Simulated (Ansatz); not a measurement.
# GaNH2 (triplet): from Hartree-Fock to the top rungs, cc-pVDZ

The task here is to estimate one member of a computed series from the others.

Computed with Ansatz 0.2.0, Gaussian basis. Level: cc-pVDZ, core rule «outside noble gas», up to 15 orbitals frozen.

The runs, in order: UHF; CCSD(T) on ROHF; CCSD(T) on UHF; BCCD(T) on ROHF; CISD; CCSDT(Q) on ROHF; CCSDT(Q) on UHF; CCSDTQ on ROHF.

9 further runs of the same task are left out: 5 for a known fault of the program, 4 set aside as unsound or not needed.

### The system

The geometry is a PBE0/def2-TZVP stationary point (not a proven minimum) of the parent state, kept for this charge and spin. No spin-orbit coupling is included. The filled d shell of Ga may be among the frozen orbitals whatever the setting's name suggests; the logs give the count.

4 atoms, charge 0, spin multiplicity 3.

Atoms are counted from 1 here; the program's logs count them from 0.

Bond lengths: N1–Ga2 1.692 Å, N1–H3 1.013 Å, Ga2–H4 1.530 Å. Angles: Ga2–N1–H3 122.2°, N1–Ga2–H4 164.2°.

The first run:

The input, in.yaml:

```yaml
crystal:
  periodic: [false, false, false]
  atoms:
    - {symbol: N, position_ang: [0.000000, -0.153152, 1.398194]}
    - {symbol: Ga, position_ang: [0.000000, 0.024866, -0.284267]}
    - {symbol: H, position_ang: [0.000000, 0.642469, 2.025804]}
    - {symbol: H, position_ang: [0.000000, -0.234291, -1.791777]}
basis:
  gaussian: {orbitals: cc-pVDZ}
magnetization: {spin_polarized: true, initial_magnetization: 2}
hamiltonian: {xc: hf}
output: {orbitals: {seedname: orbitals}}
```

Launch:

```sh
$ ansatz run in.yaml --threads 1 --pin off --events-out ev --progress --plain --max-ram 4096MiB --backend cpu
```

Among the steps run: UHF; CCSD(T) on ROHF; CCSD(T) on UHF; BCCD(T) on ROHF; CISD; CCSDT(Q) on ROHF; CCSDT(Q) on UHF; CCSDTQ on ROHF.

One table of the session follows, with a row left open; its other results are not shown here.

```
   method  from RCCSDTQ (kJ/mol)
     ROHF                 +574.1
      UHF                 +561.2
     RMP2                  +86.1
     UMP2                  +86.3
    RCCSD                  +15.9
    UCCSD                  +15.3
 RCCSD(T)                   +3.5
 UCCSD(T)                      ?
  BCCD(T)                   +3.5
   RCCSDT                   +1.1
   UCCSDT                   +0.7
RCCSDT(Q)                   +0.1
UCCSDT(Q)                   -0.4
  RCCSDTQ                      0
```

Estimate the missing values for UCCSD(T).

As computed: from RCCSDTQ (kJ/mol): +3.2. In the column «from RCCSDTQ (kJ/mol)» it lies between RCCSDT (+1.1) and RCCSD(T) (+3.5).

Caveats from the session: Restricted and unrestricted rows rest on different reference determinants; where their highest levels disagree by more than a few hundredths of an eV, they describe different states and don't form one ladder.
